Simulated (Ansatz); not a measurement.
The system is NaLaMnMoO6.

```
CELL_PARAMETERS angstrom
5.10934 -0.00669 0.01056
-0.23945 5.68925 0.00703
-0.92899 -2.82542 5.11884
ATOMIC_POSITIONS crystal
Na 0.40776 0.38086 0.07519
La 0.03690 0.66325 0.68598
Mn 0.44271 0.04268 0.40638
Mo 0.90251 0.96387 0.30442
O 0.73627 0.69569 0.99417
O 0.72288 0.91846 0.55299
O 0.70112 0.27368 0.37292
O 0.19224 0.75325 0.36660
O 0.17926 0.03365 0.11672
O 0.20034 0.27462 0.63197
```

The cell was built by a generator and needn't be a form met in nature.

| Item | Value |
| --- | --- |
| Program | Ansatz 0.2.0 |
| Task | relaxation of cell and atoms |
| Functional | revPBE |
| Potentials or basis | Ansatz PAW |
| Cutoff | 420 eV (not typed: the program's choice for these potentials) |
| k mesh | 4 × 4 × 4 |
| Occupations | fermi-dirac, width 0.05 eV |
| Spin | collinear spin, ferromagnetic start |
| Starting moments | [0.0, 0.0, 4.0, 1.0, 0.0, 0.0, 0.0, 0.0, 0.0, 0.0] μB |

At the start: volume 14.90 Å³/atom.

**Question.** Where does the relaxation end?

**Answer.** It ends after 13 steps and the volume is 15.44 Å³/atom (+3.6 %); space group P1 (No. 1, to 0.05 Å); moment 3.00 μB per cell.

The path:
| step | energy change (eV) | largest force (eV/Å) | volume (Å³) |
| --- | --- | --- | --- |
| 1 | 0.0000 | 0.1445 | 148.95 |
| 2 | -0.0051 | 0.2987 | 153.42 |
| 3 | -0.0173 | 0.1054 | 152.85 |
| 4 | -0.0168 | 0.1266 | 153.94 |
| 5 | -0.0184 | 0.0765 | 153.82 |
| 6 | -0.0189 | 0.0157 | 153.92 |
| 7 | -0.0190 | 0.0161 | 153.89 |
| 8 | -0.0190 | 0.0154 | 153.91 |
| 9 | -0.0191 | 0.0073 | 153.88 |
| 10 | -0.0355 | 0.0075 | 153.88 |
| 11 | -0.0344 | 0.0147 | 154.38 |
| 12 | -0.0346 | 0.0099 | 154.36 |
| 13 | -0.0357 | 0.0099 | 154.36 |

Final structure:
```xyz
10
Lattice="5.1720 -0.0017 0.0340 -0.2367 5.7538 -0.0020 -0.9198 -2.8657 5.1813" Properties=species:S:1:pos:R:3 pbc="T T T"
Na    1.9315    1.9629    0.3803
La   -0.6482    1.8481    3.5435
Mn    1.9092   -0.9187    2.1084
Mo    4.1797    4.6708    1.6202
O     2.7605    1.1252    5.2204
O     3.0168    3.7311    2.8930
O     3.2213    0.4883    1.9338
O     0.4778    3.2963    1.9572
O     0.8264   -0.1802    0.5911
O     0.3833   -0.1792    3.2500
```

Caveat: the plane-wave basis is chosen anew once the cell has moved, so the energies of steps on either side of that aren't comparable; the pressure holds a Pulay correction of +0.4 GPa for the finite cutoff; a cell with one magnetic atom can't hold antiferromagnetic order, which such compounds often take; the PAW data sets come from PBE, with cores solved anew for the run's functional, which leaves a small shift of forces and pressure; the starting moments weren't kept.
